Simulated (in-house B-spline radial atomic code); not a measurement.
# Pt¹⁰⁺: excited configurations

How much energy does it take to promote electrons of Pt¹⁰⁺ to other shells? Each configuration is solved by itself and compared with the reference.

Method: Dirac-Hartree-Fock, average of configuration, Fermi nucleus, basis-set limit. Code: in-house B-spline radial atomic code version 1.

**1. The atom as given**

```
element       : platinum (Z = 78)
charge        : +10
electrons     : 68
configuration : [Xe] 4f14
Hamiltonian   : Dirac-Coulomb
nucleus       : Fermi, rms radius 5.427 fm
```

The outer shells:

[Xe] 4f14
```
[Xe] core
4f [↑↓][↑↓][↑↓][↑↓][↑↓][↑↓][↑↓]
```

Settings, as recorded:

```ini
Z = 78
electrons = 68.0
configuration = [Xe] 4f14
hamiltonian = dirac
method = hf
spin_polarised = False
nucleus = fermi
rms_radius = 5.427
mass_number = 195
atomic_mass = 194.964794325
speed_of_light = 137.035999084
```

This reference run was done before. Its total energy is -18409.276593 hartree, and its levels are (the highest eight at most):

```
orbital  occupation  energy (eV)  <r> (bohr)
  4p3/2           4      -717.40      0.4500
  4d3/2           4      -525.91      0.4607
  4d5/2           6      -508.34      0.4715
  5s1/2           2      -280.98      0.9235
  4f5/2           6      -262.54      0.5004
  4f7/2           8      -258.89      0.5068
  5p1/2           2      -237.36      0.9769
  5p3/2           4      -219.11       1.044
```

**2. Configuration [Kr] 4d10 4f14 5s2 5p5 9s1**

Settings, as recorded:

```ini
Z = 78
electrons = 68.0
configuration = [Kr] 4d10 4f14 5s2 5p5 9s1
hamiltonian = dirac
method = hf
spin_polarised = False
nucleus = fermi
rms_radius = 5.427
mass_number = 195
atomic_mass = 194.964794325
speed_of_light = 137.035999084
```

**3. Configuration [Kr] 4d9 4f14 5s2 5p6 9p1**

Changes to the settings of step 2:

```diff
@@ -2,3 +2,3 @@
 electrons = 68.0
-configuration = [Kr] 4d10 4f14 5s2 5p5 9s1
+configuration = [Kr] 4d9 4f14 5s2 5p6 9p1
 hamiltonian = dirac
```

**4. Run with [Xe] 4f13 5d1**

Changes to the settings of step 3:

```diff
@@ -2,3 +2,3 @@
 electrons = 68.0
-configuration = [Kr] 4d9 4f14 5s2 5p6 9p1
+configuration = [Xe] 4f13 5d1
 hamiltonian = dirac
```

**5. [Xe] 4f13 6g1**

Changes to the settings of step 4:

```diff
@@ -2,3 +2,3 @@
 electrons = 68.0
-configuration = [Xe] 4f13 5d1
+configuration = [Xe] 4f13 6g1
 hamiltonian = dirac
```

**6. Configuration [Kr] 4d9 4f14 5s2 5p6 6g1**

Changes to the settings of step 5:

```diff
@@ -2,3 +2,3 @@
 electrons = 68.0
-configuration = [Xe] 4f13 6g1
+configuration = [Kr] 4d9 4f14 5s2 5p6 6g1
 hamiltonian = dirac
```

**7. [Kr] 4d10 4f14 5s2 5p5 7g1**

Changes to the settings of step 6:

```diff
@@ -2,3 +2,3 @@
 electrons = 68.0
-configuration = [Kr] 4d9 4f14 5s2 5p6 6g1
+configuration = [Kr] 4d10 4f14 5s2 5p5 7g1
 hamiltonian = dirac
```

Q: How far above the reference does each configuration lie (order and size, in eV)?

**Answer**, as computed:

| net move | configuration | energy above the reference (eV) | with Breit, QED, recoil (eV) | largest <r> (bohr) |
| --- | --- | --- | --- | --- |
| 4f → 5d | [Xe] 4f13 5d1 | 89.600 | 89.845 | 1.20 |
| 5p → 9s | [Kr] 4d10 4f14 5s2 5p5 9s1 | 186.93 | 186.71 | 6.01 |
| 5p → 7g | [Kr] 4d10 4f14 5s2 5p5 7g1 | 190.00 | 189.75 | 5.54 |
| 4f → 6g | [Xe] 4f13 6g1 | 207.18 | 207.40 | 3.80 |
| 4d → 6g | [Kr] 4d9 4f14 5s2 5p6 6g1 | 461.52 | 461.17 | 3.80 |
| 4d → 9p | [Kr] 4d9 4f14 5s2 5p6 9p1 | 473.74 | 473.41 | 6.45 |

Quantum defects of the promoted electron, δ = n − ζ/√(−2ε) with ζ = 11 and ε its orbital energy in hartree:

| promotion | δ |
| --- | --- |
| 5p → 9s | 2.380 |
| 5p → 7g | 0.091 |
| 4f → 6g | 0.084 |
| 4d → 6g | 0.084 |
| 4d → 9p | 2.124 |

**Reading.** At the bottom stands 4f → 5d (89.600 eV), at the top 4d → 9p (473.74 eV). Koopmans' estimate of the ionisation threshold is 219.11 eV; 2 configurations exceed it by over 2 % and could autoionise. Of those tabulated, the defect is largest for 9s (2.38) and least for 6g (0.08): low angular momentum penetrates the core, high angular momentum stays outside it. These are averages over configurations, without correlation, not spectroscopic levels.
